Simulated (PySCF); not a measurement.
# The bond of CuH, level by level

What are the lowest state that PBE0 finds, the bond length, vibrational wavenumber and bond energy of CuH, and how much do these hang on the method?

Computed with PySCF 2.14.0. Level: Cu def2-TZVPP, H def2-TZVPP, no relativity.

**1. Input**

A driver script around PySCF takes these settings:

```yaml
atoms: Cu, H
charge: 0
basis: Cu def2-TZVPP, H def2-TZVPP
Hamiltonian: no relativity
basis_functions: 78
electrons_treated: 30
masses_in_u: 62.9296, 1.0078
levels: PBE0, PBE, r²SCAN, B3LYP, r²SCAN0, BHandHLYP, MN15, LC-ωPBE, HF, MP2, SCS-MP2, CCSD, CCSD(T)
grid: 80 radial by 434 angular points
occupations: held fixed by the projection of orbital angular momentum
dissociation_limit: Cu + H, each in its ground configuration
starting_distance_in_angstrom: 1.455
values_of_2S_to_try: 0, 2, 4
```

Started as:

```console
> OMP_NUM_THREADS=1 python dia.py task.json out
```

The runs that follow: PBE0 along the bond; Higher solutions at PBE0; PBE; r²SCAN (meta-GGA); B3LYP (global hybrid GGA); r²SCAN0 (hybrid meta-GGA); BHandHLYP; MN15 (hybrid meta-GGA); LC-ωPBE (range-separated hybrid); RHF; Adding correlation.

Q: Predict the outcome of this session. Wanted: for each run, Re; ωe; De; μ.

**Answer**, as computed:

Lowest PBE0 solution found, without spin–orbit coupling: ¹Σ⁺ (singlet), closed shell. State 2 has its PBE0 minimum 2.31 eV higher. The other levels ran on the lowest alone.

| level | Re (Å) | ωe (cm⁻¹) | De (eV) | μ (D) |
| --- | --- | --- | --- | --- |
| RHF | 1.566 | 1654 | 1.40 | -4.21 |
| RHF-MP2 | 1.433 | 2047 | 2.66 | n/a |
| RHF-SCS-MP2 | 1.452 | 1962 | 2.69 | n/a |
| RHF-CCSD | 1.480 | 1830 | 2.60 | n/a |
| RHF-CCSD(T) | 1.467 | 1870 | 2.69 | n/a |
| PBE | 1.470 | 1907 | 2.78 | -2.22 |
| r²SCAN | 1.457 | 1968 | 2.81 | -2.51 |
| B3LYP | 1.478 | 1873 | 2.70 | -2.55 |
| PBE0 | 1.481 | 1874 | 2.57 | -2.76 |
| r²SCAN0 | 1.471 | 1909 | 2.61 | -2.92 |
| MN15 | 1.486 | 1862 | 2.67 | -2.95 |
| BHandHLYP | 1.497 | 1821 | 2.47 | -3.16 |
| LC-ωPBE | 1.476 | 1950 | 2.63 | -3.18 |

De is counted to Cu + H in their ground configurations. A positive dipole means Cu(−)H(+).

Differences from CCSD(T) in the same basis:

| level | Re (mÅ) | ωe (%) |
| --- | --- | --- |
| RHF | +99 | -11.6 |
| RHF-MP2 | -34 | +9.5 |
| RHF-SCS-MP2 | -15 | +4.9 |
| RHF-CCSD | +13 | -2.2 |
| PBE | +3 | +2.0 |
| r²SCAN | -10 | +5.2 |
| B3LYP | +11 | +0.2 |
| PBE0 | +14 | +0.2 |
| r²SCAN0 | +4 | +2.1 |
| MN15 | +19 | -0.4 |
| BHandHLYP | +30 | -2.6 |
| LC-ωPBE | +8 | +4.3 |

**Reading.** Judged by CCSD(T) in the same basis: best bond length PBE (+3 mÅ), worst RHF (+99 mÅ); best wavenumber B3LYP and PBE0 (+0.2 %), worst RHF (-11.6 %). Among the levels with a De in the table, it runs from 1.40 eV (RHF) to 2.81 eV (r²SCAN).

Correlated steps freeze 5 core orbitals.
